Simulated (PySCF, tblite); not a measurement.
# C6H8NO radical: geometry, infrared bands and EPR parameters

What infrared bands and EPR parameters should C6H8NO radical (`C/C=C1/C[C]1NC=O`) show?

Programs: tblite 0.8.0 and PySCF 2.14.0, with density-fitted response routines of our own. Each step states its level of theory. These are calculated values for one molecule in the gas phase, unless marked as measured. Atoms count from 0, in the outputs and in this text.

### Step 1. The starting structure

16 atoms, charge 0, multiplicity 2; geometry from: force field or distance geometry start.

Bonds of the start (Å): C0–C1 1.48, C1–C2 1.33, C2–C3 1.37, C3–C4 1.49, C4–N5 1.36, N5–C6 1.38, C6–O7 1.22, C4–C2 1.39, C0–H8 1.09, C0–H9 1.10, C0–H10 1.10, C1–H11 1.10, C3–H12 1.07, C3–H13 1.09, N5–H14 1.02, C6–H15 1.11.

### Step 2. Geometry optimisation with GFN2-xTB

Job settings and geometry (Å):

```
{"job": {"kind": "relax", "xc": "GFN2-xTB", "basis": "xTB"}, "charge": 0, "multiplicity": 2}
C     -2.247400     0.653300    -0.089000
C     -1.623100    -0.673300     0.106200
C     -0.333000    -0.930200    -0.089700
C      0.699600    -1.827400    -0.084700
C      0.896600    -0.401300    -0.462500
N      1.469000     0.495000     0.384300
C      2.274900     1.524000    -0.057800
O      2.597500     1.771500    -1.204900
H     -1.538300     1.407700    -0.434300
H     -2.697400     1.006300     0.855900
H     -3.058800     0.574900    -0.832400
H     -2.269200    -1.488100     0.449600
H      0.784800    -2.534300    -0.883400
H      1.128400    -2.132600     0.868700
H      1.283900     0.422500     1.380200
H      2.624900     2.141000     0.800200
```

Started as:

```
OMP_NUM_THREADS=1 python probes_run.py task.json out
```

The driver reads the jobs from task.json and runs them one after another.

**Question.** This job is followed by: GFN2-xTB harmonic vibrations, gas phase; UKS B3LYP, pcH-1 on C H N O, non-relativistic, mean-field spin-orbit, GIAO. Predict these results of the whole session: strongest single infrared mode (GFN2-xTB); zero-point energy (GFN2-xTB); g(iso) (B3LYP); ⟨S²⟩; largest a(iso) (averaged by class); potential on the surface of density 0.002 e/bohr³, 1st and 99th percentile.

The runs gave:

```
                                                                  quantity                     value
                                 strongest single infrared mode (GFN2-xTB)     1715 cm⁻¹, 807 km/mol
                                              zero-point energy (GFN2-xTB)             77.6 kcal/mol
                                                            g(iso) (B3LYP)                   2.00297
                                                                      ⟨S²⟩        0.770 (exact 0.75)
                                        largest a(iso) (averaged by class)  1H on H12, H13, 63.4 MHz
potential on the surface of density 0.002 e/bohr³, 1st and 99th percentile        -1.85 V and 2.45 V
```

In words: The optimisation took 148 steps and gained 1.273 eV; among the close pairs (by a distance rule), C2–C3 changed most, from 1.368 to 1.504 Å. No mode is imaginary among the 42: a minimum at this level. The strongest single mode, at 1715 cm⁻¹, moves mainly C6 and O7. GFN2-xTB is a fitted tight-binding method: band positions and strengths are rough. Its intensities can rank the bands wrongly. The largest spin populations lie on C4 (0.55 e), C1 (0.53 e). The isotropic g lies 0.6 ppt above the free-electron value. The conformer search found further structures of the same energy, which may be mirror or relabelled copies of this one.
